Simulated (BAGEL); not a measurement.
**CH5AlOS (SMILES [CH3][Al]([OH])[SH]) at HF/cc-pVDZ (density fitting with qzvpp-jkfit)**

What is the vertical singlet–triplet gap of CH5AlOS at HF/cc-pVDZ (density fitting with qzvpp-jkfit)? 

The calculation is run with BAGEL 1.2.2.

### 1 The system as given

CH5AlOS: 9 atoms, total charge 0, spin state singlet. As SMILES, `[CH3][Al]([OH])[SH]`. Geometry: relaxed at PBE0-D4/def2-TZVP. This is one conformer, not always the lowest.

Bond lengths: C1–Al2 1.937 Å, Al2–O3 1.694 Å, Al2–S4 2.192 Å, C1–H5 1.094 Å, C1–H6 1.094 Å, C1–H7 1.092 Å, O3–H8 0.955 Å, S4–H9 1.344 Å. Some angles: C1–Al2–O3 119.7°, C1–Al2–S4 123.0°, O3–Al2–S4 117.4°, Al2–C1–H5 111.2°, Al2–C1–H6 111.3°, Al2–C1–H7 111.0°, Al2–O3–H8 124.5°, Al2–S4–H9 92.9°, H5–C1–H6 107.0°, H5–C1–H7 108.1°.

### 2 A single-point energy at HF/cc-pVDZ (density fitting with qzvpp-jkfit)

The input, job.json:

```json
{ "bagel": [

{
  "title": "molecule",
  "basis": "cc-pvdz.json",
  "df_basis": "qzvpp-jkfit",
  "angstrom": true,
  "geometry": [
    { "atom": "C", "xyz": [   -0.068100,    0.820400,   -1.117800 ] },
    { "atom": "Al", "xyz": [    0.233100,   -0.407800,    0.349600 ] },
    { "atom": "O", "xyz": [    1.608100,   -1.396500,    0.346400 ] },
    { "atom": "S", "xyz": [   -1.137500,   -0.593400,    2.050300 ] },
    { "atom": "H", "xyz": [   -1.009200,    0.601800,   -1.630500 ] },
    { "atom": "H", "xyz": [   -0.128400,    1.853800,   -0.764400 ] },
    { "atom": "H", "xyz": [    0.739400,    0.759000,   -1.850700 ] },
    { "atom": "H", "xyz": [    1.824100,   -2.025500,    1.032100 ] },
    { "atom": "H", "xyz": [   -1.973200,    0.342000,    1.567800 ] }
  ]
},
{
  "title": "hf"
},
{
  "title": "print",
  "file": "orbitals.molden",
  "orbitals": true
}

]}
```

The basis set cc-pVDZ is read from a file made from the Basis Set Exchange's data (not shown).

The run is started by

```sh
BAGEL_NUM_THREADS=1 BAGEL job.json > job.out
```

Output:

```text
* using 1 threads per process

  ===============================================================
  ===============================================================

  *** Geometry ***

  { "atom" : "C", "xyz" : [     -0.128690,      1.550331,     -2.112336 ] },
  { "atom" : "Al", "xyz" : [      0.440495,     -0.770630,      0.660648 ] },
  { "atom" : "O", "xyz" : [      3.038869,     -2.639003,      0.654601 ] },
  { "atom" : "S", "xyz" : [     -2.149563,     -1.121363,      3.874505 ] },
  { "atom" : "H", "xyz" : [     -1.907112,      1.137237,     -3.081198 ] },
  { "atom" : "H", "xyz" : [     -0.242641,      3.503174,     -1.444507 ] },
  { "atom" : "H", "xyz" : [      1.397263,      1.434302,     -3.497316 ] },
  { "atom" : "H", "xyz" : [      3.447049,     -3.827640,      1.950386 ] },
  { "atom" : "H", "xyz" : [     -3.728808,      0.646286,      2.962713 ] },

  Number of auxiliary basis functions:      498

  Since a DF basis is specified, we compute 2- and 3-index integrals:
    o Being stored without compression. Storage requirement is 0.032 GB

  Number of basis functions:       89
  Number of electrons      :       48

    * METHOD: MOLECULE                             0.22

  *** RHF ***

  === Nuclear Repulsion ===
   196.3041015270

      * DIIS with orbital gradients will be used.

  === RHF iteration (cc-pvdz.json) ===
      0       -754.93780775          0.01757494           0.08
      1       -755.11035706          0.01169509           0.07
      2       -755.20661186          0.00154522           0.08
      3       -755.20867275          0.00058887           0.07
      4       -755.20895296          0.00009790           0.07
      5       -755.20896457          0.00002390           0.07
      6       -755.20896554          0.00000839           0.07
      7       -755.20896564          0.00000268           0.07
      8       -755.20896565          0.00000106           0.07
      9       -755.20896565          0.00000025           0.07
     10       -755.20896565          0.00000011           0.07
     11       -755.20896565          0.00000004           0.07
     12       -755.20896565          0.00000001           0.08
    * SCF iteration converged.

    * Permanent dipole moment:
           (    0.147935,    -0.230628,     0.179870) a.u.

    * METHOD: HF                                   1.13

    * METHOD: PRINT                                0.01

  ===============================================================
```

Wall time 1.5 s (1 thread of Arm Neoverse V2, shared host); peak memory 0.13 GiB.

### 3 The triplet at the same level

The input, job.json:

```json
{ "bagel" : [

{
  "title" : "molecule",
  "basis" : "cc-pvdz.json",
  "df_basis" : "qzvpp-jkfit",
  "angstrom" : "true",
  "geometry" : [
    { "atom" : "C", "xyz" : [   -0.068100,    0.820400,   -1.117800 ] },
    { "atom" : "Al", "xyz" : [    0.233100,   -0.407800,    0.349600 ] },
    { "atom" : "O", "xyz" : [    1.608100,   -1.396500,    0.346400 ] },
    { "atom" : "S", "xyz" : [   -1.137500,   -0.593400,    2.050300 ] },
    { "atom" : "H", "xyz" : [   -1.009200,    0.601800,   -1.630500 ] },
    { "atom" : "H", "xyz" : [   -0.128400,    1.853800,   -0.764400 ] },
    { "atom" : "H", "xyz" : [    0.739400,    0.759000,   -1.850700 ] },
    { "atom" : "H", "xyz" : [    1.824100,   -2.025500,    1.032100 ] },
    { "atom" : "H", "xyz" : [   -1.973200,    0.342000,    1.567800 ] }
  ]
},
{
  "title" : "uhf",
  "nopen" : 2
},
{
  "title" : "print",
  "file" : "orbitals.molden",
  "orbitals" : "true"
}

]}
```

The basis set cc-pVDZ is read from a file made from the Basis Set Exchange's data (not shown).

The run is started by

```sh
BAGEL_NUM_THREADS=1 BAGEL job.json > job.out
```

Output:

```text
* using 1 threads per process

  ===============================================================
  ===============================================================

  *** Geometry ***

  { "atom" : "C", "xyz" : [     -0.128690,      1.550331,     -2.112336 ] },
  { "atom" : "Al", "xyz" : [      0.440495,     -0.770630,      0.660648 ] },
  { "atom" : "O", "xyz" : [      3.038869,     -2.639003,      0.654601 ] },
  { "atom" : "S", "xyz" : [     -2.149563,     -1.121363,      3.874505 ] },
  { "atom" : "H", "xyz" : [     -1.907112,      1.137237,     -3.081198 ] },
  { "atom" : "H", "xyz" : [     -0.242641,      3.503174,     -1.444507 ] },
  { "atom" : "H", "xyz" : [      1.397263,      1.434302,     -3.497316 ] },
  { "atom" : "H", "xyz" : [      3.447049,     -3.827640,      1.950386 ] },
  { "atom" : "H", "xyz" : [     -3.728808,      0.646286,      2.962713 ] },

  Number of auxiliary basis functions:      498

  Since a DF basis is specified, we compute 2- and 3-index integrals:
    o Being stored without compression. Storage requirement is 0.032 GB

  Number of basis functions:       89
  Number of electrons      :       48

    * METHOD: MOLECULE                             0.22

  *** Open-shell HF ***

  === Nuclear Repulsion ===
   196.3041015270

      * DIIS with orbital gradients will be used.

  === UHF iteration (cc-pvdz.json) ===
      0       -754.57058665          0.03951993           0.15
      1       -754.60156539          0.04333309           0.15
      2       -754.72671016          0.03139558           0.15
      3       -754.96477053          0.00317995           0.15
      4       -754.97614659          0.00197101           0.14
      5       -754.98031733          0.00108890           0.15
      6       -754.98298792          0.00070973           0.15
      7       -754.98459327          0.00054643           0.15
      8       -754.98661253          0.00049092           0.15
      9       -754.99068582          0.00037280           0.15
[... 20 lines of this table left out ...]
     30       -754.99578075          0.00000002           0.15
     31       -754.99578075          0.00000002           0.15
     32       -754.99578075          0.00000001           0.15
     33       -754.99578075          0.00000001           0.15
    * SCF iteration converged.

    * S^2 (UHF) is 2.0139

    * Permanent dipole moment:
           (   -0.420764,     0.298263,     0.006711) a.u.

    * METHOD: UHF                                  5.29

    * METHOD: PRINT                                0.01

  ===============================================================
```

Wall time 5.7 s (1 thread of Arm Neoverse V2, shared host); peak memory 0.13 GiB.

### 4 What came out

At HF/cc-pVDZ (density fitting with qzvpp-jkfit):

```
                                        quantity          value
                           singlet: total energy  -755.20897 Eh
                          singlet: dipole moment         0.83 D
                            singlet: HOMO energy      -10.30 eV
                            singlet: LUMO energy        2.87 eV
                          singlet: HOMO–LUMO gap       13.17 eV
                           triplet: total energy  -754.99578 Eh
                          triplet: dipole moment         1.31 D
                                   triplet: ⟨S²⟩          2.014
vertical energy of the triplet above the singlet       5.801 eV
```

What this shows: At this shape the triplet lies 5.80 eV (134 kcal/mol) above the singlet.
